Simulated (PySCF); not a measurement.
# C₄H₉BO₂S: electronic excitations

What electronic excitations should C₄H₉BO₂S (`COCB1OCCS1`) show?

Programs: PySCF 2.14.0, with density-fitted response routines of our own. Each step states its level of theory. These are calculated values for one molecule in the gas phase, unless marked as measured. Atoms are numbered from 0 throughout.

## (1) The starting structure

17 atoms, charge 0, multiplicity 1; geometry from: GFN2-xTB.

Bonds of the start (Å): C0–O1 1.40, O1–C2 1.42, C2–B3 1.60, B3–O4 1.34, O4–C5 1.41, C5–C6 1.53, C6–S7 1.83, S7–B3 1.81, C0–H8 1.10, C0–H9 1.10, C0–H10 1.09, C2–H11 1.09, C2–H12 1.10, C5–H13 1.10, C5–H14 1.09, C6–H15 1.09, C6–H16 1.09.

## (2) Ultraviolet spectrum: CAM-B3LYP/def2-SVPD

What the job is given:

```
{"job": {"kind": "uv", "xc": "CAM-B3LYP", "basis": "def2-SVPD", "nstates": 8, "ntriplets": 3}, "charge": 0, "multiplicity": 1}
C     -2.752913     0.591851     0.748432
O     -2.408883    -0.626112     0.142535
C     -1.393586    -0.523357    -0.847403
B      0.101195    -0.268675    -0.331084
O      1.117041    -0.936665    -0.885790
C      2.407161    -0.712298    -0.355549
C      2.407002     0.525404     0.548111
S      0.653536     0.901834     0.933466
H     -1.908980     1.033234     1.291774
H     -3.108655     1.316338     0.004514
H     -3.555239     0.366694     1.448440
H     -1.432814    -1.475490    -1.383663
H     -1.675956     0.260154    -1.572006
H      2.688673    -1.608095     0.210176
H      3.099515    -0.594154    -1.194095
H      2.936511     0.360156     1.483017
H      2.819391     1.401211     0.048138
```

With the program's defaults for keys left out, this is: TDDFT CAM-B3LYP/def2-SVPD, vertical, gas phase, core orbitals frozen in the response.

On the command line:

```sh
$ OMP_NUM_THREADS=1 python probes_run.py task.json out
```

The driver reads the jobs from task.json and runs them one after another.

Predict these results of the whole session: lowest singlet (CAM-B3LYP/def2-SVPD); brightest single state of those computed; lowest triplet.

**Answer**, as computed:

| quantity | value |
| --- | --- |
| lowest singlet (CAM-B3LYP/def2-SVPD) | 6.07 eV (204 nm), f = 0.004 |
| brightest single state of those computed | state 4, 6.49 eV, f = 0.057 |
| lowest triplet | 5.43 eV |

**Reading.** The lowest singlet, at 6.07 eV, is HOMO→LUMO+1 0.45, HOMO−1→LUMO+1 0.09 and is weak; of the 8 states computed, the strongest absorption comes from state 4 at 6.49 eV. The lowest triplet lies 0.64 eV below the lowest singlet (triplets in Tamm-Dancoff, singlets in full TDDFT).
